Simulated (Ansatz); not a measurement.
This script drives the Python package of Ansatz (0.2.0).

`c2h6o2si.py`
```python
# -*- coding: utf-8 -*-
"""C2H6O2Si at several levels of theory."""

from pathlib import Path

import ansatz as az
import numpy as np

GEOMETRY = """
C    -1.04670    0.55010    1.46580
O     0.20440    0.28670    0.97260
C     0.25350    0.34180   -0.47900
O    -0.21410   -0.74450   -1.16830
Si    1.34710   -0.94940   -1.33190
H    -1.81400   -0.13780    1.10620
H    -1.04580    0.58330    2.55070
H    -1.36030    1.60890    1.11350
H     0.29820    1.32770   -0.90330
H     1.71800   -0.73160   -2.71410
H     1.72500   -2.19210   -0.59160
"""

molecule = az.Crystal.molecule()
for line in GEOMETRY.strip().splitlines():
    symbol, *xyz = line.split()
    molecule = molecule.atom(symbol, [float(v) for v in xyz])

calc = molecule.calculation()
calc = calc.basis(gaussian="cc-pVDZ").scf(lower_state_search="standard")

print("functional    E (Ha)        dipole (D)   HOMO (eV)  LUMO (eV)")
for name in ["hf", "r2scan0", "hse06", "r2scan"]:
    r = calc.functional(name).forces().orbitals().run(threads=1, backend="cpu", runs_dir="runs").report
    lines = Path(r["orbitals_path"]).read_text().splitlines()
    field_of = lambda key: [line.split("=")[1].strip() for line in lines if line.startswith(key)]
    orbitals = [(27.211386 * float(e), s, float(n)) for e, s, n in zip(field_of("Ene="), field_of("Spin="), field_of("Occup="))]
    homo = max(e for e, _, n in orbitals if n > 0.5)
    lumo = min(e for e, _, n in orbitals if n < 0.5)
    dipole = 4.803205 * np.linalg.norm(r["charge_distribution"]["dipole_moment_e_ang"])
    print(f"{name:10s} {r['free_energy_ev'] / 27.211386246:14.6f} {dipole:9.3f} {homo:11.3f} {lumo:10.3f}")
```

It is started by `python c2h6o2si.py`. Estimate its wall time and peak memory on 1 thread of Arm Neoverse V1, on a shared host.

It took about 25 s, with a peak of 0.3 GiB, for 4 runs of the engine.

```console
$ python c2h6o2si.py
functional    E (Ha)        dipole (D)   HOMO (eV)  LUMO (eV)
hf            -517.800500     1.184      -9.243      2.687
r2scan0       -519.499767     0.868      -6.697     -0.463
hse06         -519.289011     0.822      -6.153     -0.944
r2scan        -519.535243     0.745      -5.583     -1.212
```

Reading the output:
- The settings weren't tested for convergence.
- The geometry is a force-field or estimated start, not a minimum of this method, and the basis set is short of its limit. A lower total doesn't mark the better method: functionals have no common bound, and MP2 and coupled cluster aren't variational.
- Levels such as HOMO and LUMO are orbital energies: with these approximate functionals they aren't the ionisation energy and electron affinity, and their gap isn't the fundamental gap.
- For Al to Cl the sets with a tight d function, cc-pV(X+d)Z, are usual.
- hse06 follows the composition of plane-wave codes, whose totals differ by tens of mHa, up to about 0.1 Ha, from the form usual in Gaussian-basis programs (wpbeh).

(A comment or docstring line of the script was reworded after the run, the code is as it ran; lines on the test bed's own set-up are left out of the output.)
